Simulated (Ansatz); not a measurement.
# CH₇GaO₂Si: a ladder of functionals and wavefunction methods

An exercise on one series of results from a longer session: the logs are not shown, and one member is left open.

Method: functionals in def2-TZVPP, the program's frozen cores in correlated methods; program: Ansatz 0.2.0, Gaussian basis.

Levels to be run: LDA (SPW92), PBE-D4, revPBE-D4, BLYP-D4, r2SCAN-D4, B97M-V, PBE0-D4, B3LYP-D4, r2SCANh-D4, r2SCAN0-D4, HSE06-D4, BHLYP-D4, CAM-B3LYP-D4, LC-ωPBE, ωB97X-V, ωB97M-V, B2PLYP, PBE-QIDH; CCSD(T)/def2-SVP; MP2/def2-TZVPP; MP2/def2-QZVPP; RPA on PBE.

## The relaxed structure

The geometry comes from an earlier relaxation with PBE0-D4 in a triple-zeta def2 set; it is a stationary point, not always the lowest conformer.

12 atoms, charge 0, spin multiplicity 1.

Atoms are counted from 1 here; the program's logs count them from 0.

Bond lengths: C1–Ga2 1.955 Å, C1–H6 1.091 Å, C1–H7 1.093 Å, C1–H8 1.092 Å, Ga2–O3 1.874 Å, Ga2–H9 1.567 Å, O3–Si4 1.601 Å, Si4–O5 1.705 Å, Si4–H10 1.488 Å, Si4–H11 1.483 Å, O5–H12 0.959 Å. Angles: Ga2–C1–H6 110.2°, Ga2–C1–H7 110.0°, Ga2–C1–H8 111.4°, H6–C1–H7 108.1°, H6–C1–H8 109.0°, H7–C1–H8 107.9°, C1–Ga2–O3 114.3°, C1–Ga2–H9 129.9°, O3–Ga2–H9 113.6°, Ga2–O3–Si4 103.5°, O3–Si4–O5 98.3°, O3–Si4–H10 116.6°, O3–Si4–H11 114.7°, O5–Si4–H10 107.3°, O5–Si4–H11 109.1°, H10–Si4–H11 109.8°, Si4–O5–H12 120.2°.

The first run:

in.yaml reads:

```yaml
crystal:
  periodic: [false, false, false]
  atoms:
    - {symbol: C, position_ang: [-1.945865, -0.310509, 0.914929]}
    - {symbol: Ga, position_ang: [-0.065261, 0.211566, 1.024451]}
    - {symbol: O, position_ang: [1.127904, -1.056374, 0.330642]}
    - {symbol: Si, position_ang: [1.577749, -0.420870, -1.067969]}
    - {symbol: O, position_ang: [0.514260, 0.911095, -1.085995]}
    - {symbol: H, position_ang: [-2.133371, -0.851716, -0.013749]}
    - {symbol: H, position_ang: [-2.200939, -0.968997, 1.749321]}
    - {symbol: H, position_ang: [-2.604677, 0.558727, 0.959983]}
    - {symbol: H, position_ang: [0.624670, 1.302083, 1.912936]}
    - {symbol: H, position_ang: [2.963263, 0.117231, -1.140742]}
    - {symbol: H, position_ang: [1.307457, -1.272913, -2.250808]}
    - {symbol: H, position_ang: [0.834789, 1.780658, -1.333020]}
basis:
  gaussian: {orbitals: def2-TZVPP}
hamiltonian: {xc: lda}
output: {orbitals: {seedname: orbitals}}
```

On the command line:

```bash
> ansatz run in.yaml --threads 4 --pin off --events-out ev --progress --plain --max-ram 10444MiB
```

Steps of the session up to this table: LDA; PBE-D4 (GGA); revPBE-D4 (GGA); BLYP-D4 (GGA); r2SCAN-D4 (meta-GGA); B97M-V (meta-GGA); PBE0-D4 (hybrid); B3LYP-D4 (hybrid); r2SCANh-D4 (hybrid); r2SCAN0-D4 (hybrid); HSE06-D4 (hybrid); BHLYP-D4 (hybrid); CAM-B3LYP-D4 (range-separated); LC-ωPBE (range-separated); ωB97X-V (range-separated); ωB97M-V (range-separated); B2PLYP (double hybrid); PBE-QIDH (double hybrid).

One table of the session follows, with a row left open; its other results are not shown here.

It belongs to the step «Frontier levels by functional». 

| functional | HOMO (eV) | gap (eV) |
| --- | --- | --- |
| LDA (SPW92) | ? | ? |
| PBE-D4 | -6.30 | 5.07 |
| revPBE-D4 | -6.25 | 5.15 |
| BLYP-D4 | -6.19 | 5.03 |
| r2SCAN-D4 | -6.60 | 5.80 |
| B97M-V | -6.72 | 5.65 |
| PBE0-D4 | -7.63 | 7.26 |
| B3LYP-D4 | -7.42 | 6.77 |
| r2SCANh-D4 | -7.10 | 6.58 |
| r2SCAN0-D4 | -7.84 | 7.72 |
| HSE06-D4 | -7.23 | 6.49 |
| BHLYP-D4 | -8.86 | 9.26 |
| CAM-B3LYP-D4 | -9.00 | 9.51 |
| LC-ωPBE | -10.34 | 12.08 |
| ωB97X-V | -10.00 | 11.56 |
| ωB97M-V | -9.87 | 11.11 |

**Question.** Estimate the row for LDA (SPW92).

As computed: HOMO (eV): -6.41; gap (eV): 4.92. In the column «HOMO (eV)» it lies between r2SCAN-D4 (-6.60) and PBE-D4 (-6.30).
